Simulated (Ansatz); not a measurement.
# CH₅GaSe: up Jacob's ladder to CCSD(T)

One table from this session's results is given with a row withheld; the runs are named, their logs left out.

The runs use Ansatz 0.2.0, Gaussian basis; functionals in def2-TZVPP, the program's frozen cores in correlated methods.

The runs, in order: LDA (SPW92), PBE-D4, revPBE-D4, BLYP-D4, r2SCAN-D4, B97M-V, PBE0-D4, B3LYP-D4, r2SCANh-D4, r2SCAN0-D4, HSE06-D4, BHLYP-D4, CAM-B3LYP-D4, LC-ωPBE, ωB97X-V, ωB97M-V, B2PLYP, PBE-QIDH; CCSD(T)/def2-SVP; CCSD(T)/def2-TZVPP; MP2/def2-QZVPP; extrapolation to the limit; RPA on PBE.

**Structure used throughout**

An earlier PBE0-D4 in a triple-zeta def2 set relaxation fixed the geometry.

SMILES `C[Se][GaH2]`, 8 atoms, charge 0, spin multiplicity 1.

Atoms are counted from 1 here; the program's logs count them from 0.

Bond lengths: C1–Se2 1.961 Å, C1–H4 1.088 Å, C1–H5 1.088 Å, C1–H6 1.088 Å, Se2–Ga3 2.306 Å, Ga3–H7 1.560 Å, Ga3–H8 1.566 Å. Angles: Se2–C1–H4 108.4°, Se2–C1–H5 108.4°, Se2–C1–H6 110.3°, H4–C1–H5 109.9°, H4–C1–H6 109.9°, H5–C1–H6 109.9°, C1–Se2–Ga3 100.1°, Se2–Ga3–H7 117.1°, Se2–Ga3–H8 116.4°, H7–Ga3–H8 126.5°.

Geometry (Å):

```
atom     x (Å)     y (Å)     z (Å)
  C1  -0.88866   1.12945  -0.18850
 Se2   1.05571   0.87903  -0.16441
 Ga3   1.16591  -1.39023   0.23126
  H4  -1.17131   1.52828  -1.16045
  H5  -1.15309   1.83750   0.59406
  H6  -1.39346   0.18121  -0.01612
  H7   2.58693  -2.02746   0.32839
  H8  -0.20202  -2.13779   0.37577
```

The first run:

File in.yaml:

```yaml
crystal:
  periodic: [false, false, false]
  atoms:
    - {symbol: C, position_ang: [-0.888659, 1.129451, -0.188497]}
    - {symbol: Se, position_ang: [1.055709, 0.879033, -0.164412]}
    - {symbol: Ga, position_ang: [1.165912, -1.390229, 0.231263]}
    - {symbol: H, position_ang: [-1.171313, 1.528281, -1.160450]}
    - {symbol: H, position_ang: [-1.153095, 1.837503, 0.594058]}
    - {symbol: H, position_ang: [-1.393457, 0.181207, -0.016121]}
    - {symbol: H, position_ang: [2.586928, -2.027465, 0.328393]}
    - {symbol: H, position_ang: [-0.202016, -2.137792, 0.375765]}
basis:
  gaussian: {orbitals: def2-TZVPP}
hamiltonian: {xc: lda}
output: {orbitals: {seedname: orbitals}}
```

Launch:

```sh
> ansatz run in.yaml --threads 4 --pin off --events-out ev --progress --plain --max-ram 10444MiB
```

Steps of the session up to this table: LDA; PBE-D4 (GGA); revPBE-D4 (GGA); BLYP-D4 (GGA); r2SCAN-D4 (meta-GGA); B97M-V (meta-GGA); PBE0-D4 (hybrid); B3LYP-D4 (hybrid); r2SCANh-D4 (hybrid); r2SCAN0-D4 (hybrid); HSE06-D4 (hybrid); BHLYP-D4 (hybrid); CAM-B3LYP-D4 (range-separated); LC-ωPBE (range-separated); ωB97X-V (range-separated); ωB97M-V (range-separated); B2PLYP (double hybrid); PBE-QIDH (double hybrid).

One of the session's tables, all rows but one given; the rest of the session is left out.

It belongs to the step «Orbital energies across the functionals». 

```
  functional  HOMO (eV)  LUMO (eV)  gap (eV)
 LDA (SPW92)      -5.97      -2.42      3.55
      PBE-D4      -5.81      -2.16      3.65
   revPBE-D4      -5.75      -2.05      3.70
     BLYP-D4      -5.66      -2.08      3.57
   r2SCAN-D4      -6.05      -1.93      4.11
      B97M-V      -6.11      -2.11      4.01
     PBE0-D4      -6.85      -1.42      5.43
    B3LYP-D4      -6.64      -1.66      4.98
  r2SCANh-D4      -6.43      -1.67      4.76
  r2SCAN0-D4      -7.01      -1.29      5.73
    HSE06-D4      -6.46      -1.79      4.67
    BHLYP-D4          ?          ?         ?
CAM-B3LYP-D4      -8.08      -0.55      7.54
     LC-ωPBE      -9.39       0.56      9.95
     ωB97X-V      -9.07       0.44      9.51
     ωB97M-V      -8.95       0.25      9.20
```

**Question.** Estimate the row for BHLYP-D4.

Worked estimate for «HOMO (eV)». Against the share of exact exchange, BLYP-D4 (0, -5.66), B3LYP-D4 (0.2, -6.64) give a slope of -4.90 per unit share; at 0.5 the line stands at -8.11.

The run gave: HOMO (eV): -7.76; LUMO (eV): -0.69; gap (eV): 7.07. In «HOMO (eV)» the line misses by -0.35.
